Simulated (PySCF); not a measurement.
# C4H12NPSi: electronic excitations

Wanted: the electronic excitations of C4H12NPSi (`CN([SiH2]P)C1CC1`), by calculation.

The runs use PySCF 2.14.0, with density-fitted response routines of our own; the level of theory stands in each step. All values are computed, except where a source is named. Atoms count from 0, in the outputs and in this text.

### 1 Starting geometry

19 atoms, charge 0, multiplicity 1; geometry from: GFN2-xTB.

Bonds of the start (Å): C0–N1 1.44, N1–Si2 1.72, Si2–P3 2.24, N1–C4 1.43, C4–C5 1.50, C5–C6 1.50, C6–C4 1.50, C0–H7 1.09, C0–H8 1.09, C0–H9 1.09, Si2–H10 1.48, Si2–H11 1.47, P3–H12 1.38, P3–H13 1.38, C4–H14 1.08, C5–H15 1.08, C5–H16 1.08, C6–H17 1.08, C6–H18 1.08.

### 2 Ultraviolet spectrum: CAM-B3LYP/def2-SVPD

Job settings and geometry (Å):

```
{"job": {"kind": "uv", "xc": "CAM-B3LYP", "basis": "def2-SVPD", "nstates": 8, "ntriplets": 3}, "charge": 0, "multiplicity": 1}
C      0.178304     1.243143    -0.954926
N      0.192362     0.246115     0.088369
Si     1.540729    -0.757519     0.437606
P      3.346225     0.307130    -0.347799
C     -1.069166    -0.160360     0.618186
C     -2.112640    -0.845167    -0.221573
C     -2.361816     0.532368     0.327150
H     -0.236916     2.181118    -0.577587
H     -0.402321     0.923918    -1.826376
H      1.202735     1.431874    -1.277311
H      1.425182    -2.126989    -0.104244
H      1.659239    -0.863330     1.898454
H      4.229065    -0.595777     0.207593
H      3.367380    -0.341042    -1.569093
H     -0.946634    -0.547032     1.622537
H     -2.647998    -1.681900     0.198609
H     -1.928939    -0.935098    -1.281097
H     -3.064621     0.643857     1.139281
H     -2.379974     1.353942    -0.370077
```

Method: TDDFT CAM-B3LYP/def2-SVPD, vertical, gas phase, core orbitals frozen in the response.

On the command line:

```bash
$ OMP_NUM_THREADS=1 python probes_run.py task.json out
```

One launch serves the whole session: the jobs run in the order shown.

Standard output:

```text
coarse grid: 16096 points
cycle   1  E = -844.6138123193  dE =  9.314e-01  |g| = 3.452e-01  |ddm| = 6.789e+00
cycle   2  E = -844.6258096035  dE = -1.200e-02  |g| = 3.133e-01  |ddm| = 1.159e+00
cycle   3  E = -844.6474954116  dE = -2.169e-02  |g| = 5.929e-02  |ddm| = 5.326e-01
cycle   4  E = -844.6481539452  dE = -6.585e-04  |g| = 2.653e-02  |ddm| = 1.149e-01
cycle   5  E = -844.6483287914  dE = -1.748e-04  |g| = 4.713e-03  |ddm| = 5.395e-02
cycle   6  E = -844.6483347306  dE = -5.939e-06  |g| = 9.515e-04  |ddm| = 1.262e-02
final grid: 144144 points
cycle   7  E = -844.7622955108  dE = -3.998e-05  |g| = 3.636e-03  |ddm| = 1.425e-01
cycle   8  E = -844.7622962709  dE = -7.601e-07  |g| = 3.376e-03  |ddm| = 1.978e-02
cycle   9  E = -844.7622991011  dE = -2.830e-06  |g| = 2.980e-04  |ddm| = 5.518e-03
cycle  10  E = -844.7622991152  dE = -1.406e-08  |g| = 2.128e-04  |ddm| = 1.010e-03
cycle  11  E = -844.7622991249  dE = -9.758e-09  |g| = 3.719e-05  |ddm| = 4.324e-04
cycle  12  E = -844.7622991253  dE = -3.793e-10  |g| = 7.117e-06  |ddm| = 1.034e-04
converged SCF energy = -844.7622991253

Static polarisability (au): isotropic 106.345, principal 88.800 100.403 129.832

Singlet excitations
state   eV       nm        f      main configurations
  1   5.6856    218.1   0.00655   H->L 0.59, H->L+1 0.24, H->L+4 0.08
  2   5.7799    214.5   0.00172   H->L+1 0.66, H->L 0.24
  3   6.3089    196.5   0.02888   H->L+2 0.85
  4   6.4216    193.1   0.01139   H->L+4 0.70
  5   6.5510    189.3   0.02298   H-1->L+2 0.43, H-1->L+1 0.21, H-1->L+3 0.10
  6   6.6524    186.4   0.00822   H->L+5 0.80
  7   6.7093    184.8   0.00375   H->L+3 0.70, H-1->L 0.10
  8   6.8129    182.0   0.03445   H-1->L 0.59, H-1->L+3 0.09

Triplet excitations (Tamm-Dancoff, eV): 5.5530 5.6244 5.7545
```

Run time: 1.8 min. Hardware: 1 thread of Arm Neoverse N1, shared host; peak memory 1.1 GiB.

The orbitals next to the gap, with their largest atomic shares:

```
orbital      eV                        atoms
 HOMO−3  -10.47  Si2 18 %, C4 17 %, H11 16 %
 HOMO−2   -9.89    C6 31 %, C5 19 %, C4 14 %
 HOMO−1   -8.65   P3 63 %, Si2 14 %, H12 6 %
   HOMO   -7.40     N1 47 %, C5 11 %, C4 9 %
   LUMO    1.10   Si2 28 %, P3 15 %, H13 8 %
 LUMO+1    1.35   P3 23 %, Si2 22 %, H10 9 %
 LUMO+2    1.61  P3 27 %, Si2 12 %, H13 10 %
```

With each of the 8 states as a Gaussian band of 0.4 eV half-width at 1/e, the curve within the window shown has maxima at 188 nm (ε 3,500) L/(mol cm). Beyond the last state computed it falls off for lack of states. The curve at chosen wavelengths:

```tsv
nm	ε (L/mol/cm)
174	1111
177	1792
180	2495
182	2904
185	3340
188	3513
191	3421
193	3232
196	2810
199	2302
202	1792
204	1486
207	1107
210	831
213	643
215	554
218	453
221	374
224	304
226	261
229	201
232	148
235	105
237	81
240	54
243	34
```

Ground-state properties from the same run:

```
           property  computed
  dipole moment (D)      1.06
polarisability (Å³)     15.76
 HOMO–LUMO gap (eV)      8.50
      −ε(HOMO) (eV)      7.40
```

### 3 Results

```
                                quantity                        value
    lowest singlet (CAM-B3LYP/def2-SVPD)  5.69 eV (218 nm), f = 0.007
brightest single state of those computed  state 8, 6.81 eV, f = 0.034
                          lowest triplet                      5.55 eV
```

**Reading.** The lowest singlet, at 5.69 eV, is HOMO→LUMO 0.59, HOMO→LUMO+1 0.24 and is weak; of the 8 states computed, the strongest absorption comes from state 8 at 6.81 eV (the last computed, so partners may be missing). The lowest triplet lies 0.13 eV below the lowest singlet (triplets in Tamm-Dancoff, singlets in full TDDFT).
